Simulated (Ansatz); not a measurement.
# AsH4− (singlet): the correlation ladder at a displaced geometry (v1), aug-cc-pVDZ

One table from this session's results is given with a row withheld; the runs are named, their logs left out.

The runs use Ansatz 0.2.0, Gaussian basis; aug-cc-pVDZ, core rule «outside noble gas», up to 14 orbitals frozen.

Plan: UHF; CCSD(T) on RHF; BCCD(T) on RHF; CISD; CCSDT(Q) on RHF; CASSCF and MRCISD+Q, 10 electrons in 8 orbitals; CASSCF and NEVPT2, 10 electrons in 8 orbitals.

12 further runs of the same task are left out: 4 that didn't finish, 8 set aside as unsound or not needed.

### The system

The geometry is a PBE0/def2-TZVPD stationary point (not a proven minimum) with its atoms shifted at random (size 0.040 Å). No spin-orbit coupling is included. The filled d shell of As may be among the frozen orbitals whatever the setting's name suggests; the logs give the count.

5 atoms, charge -1, spin multiplicity 1.

Atoms are counted from 1 here; the program's logs count them from 0.

Bond lengths: As1–H3 1.457 Å, As1–H4 1.543 Å. Angles: H3–As1–H4 95.3°.

Coordinates:

```
As    0.03334   -0.00005    0.00210
H    -0.21382   -0.01619    1.82092
H    -0.92529   -1.09632   -0.05167
H    -1.02806    1.11974   -0.02187
H    -0.31101   -0.00352   -1.90333
```

The first run:

Input file in.yaml:

```yaml
crystal:
  periodic: [false, false, false]
  atoms:
    - {symbol: As, position_ang: [0.033340, -0.000050, 0.002098]}
    - {symbol: H, position_ang: [-0.213818, -0.016193, 1.820917]}
    - {symbol: H, position_ang: [-0.925289, -1.096321, -0.051668]}
    - {symbol: H, position_ang: [-1.028064, 1.119743, -0.021866]}
    - {symbol: H, position_ang: [-0.311015, -0.003517, -1.903327]}
basis:
  gaussian: {orbitals: aug-cc-pVDZ}
total_charge: -1
magnetization: {spin_polarized: true, initial_magnetization: 0}
hamiltonian: {xc: hf}
output: {orbitals: {seedname: orbitals}}
```

Command:

```
ansatz run in.yaml --threads 1 --pin off --events-out ev --progress --plain --max-ram 2393MiB
```

Steps of the session up to this table: UHF; CCSD(T) on RHF; BCCD(T) on RHF; CISD; CCSDT(Q) on RHF; CASSCF and MRCISD+Q, 10 electrons in 8 orbitals; CASSCF and NEVPT2, 10 electrons in 8 orbitals.

One of the session's tables, all rows but one given; the rest of the session is left out.

| method | from RCCSDT(Q) (meV) |
| --- | --- |
| RHF | +5801.5 |
| RMP2 | +1174.7 |
| CISD | +656.3 |
| RCCSD | +217.1 |
| RCCSD(T) | +36.7 |
| BCCD(T) | +36.3 |
| RCCSDT | +8.5 |
| RCCSDT(Q) | 0 |
| CASSCF valence | +4427.6 |
| NEVPT2 valence | +1238.1 |
| MRCISD valence | +393.9 |
| MRCISD+Q valence | ? |

Q: Estimate the row for MRCISD+Q valence from the others.

As computed: from RCCSDT(Q) (meV): +38.2. In the column «from RCCSDT(Q) (meV)» it lies between RCCSD(T) (+36.7) and RCCSD (+217.1).
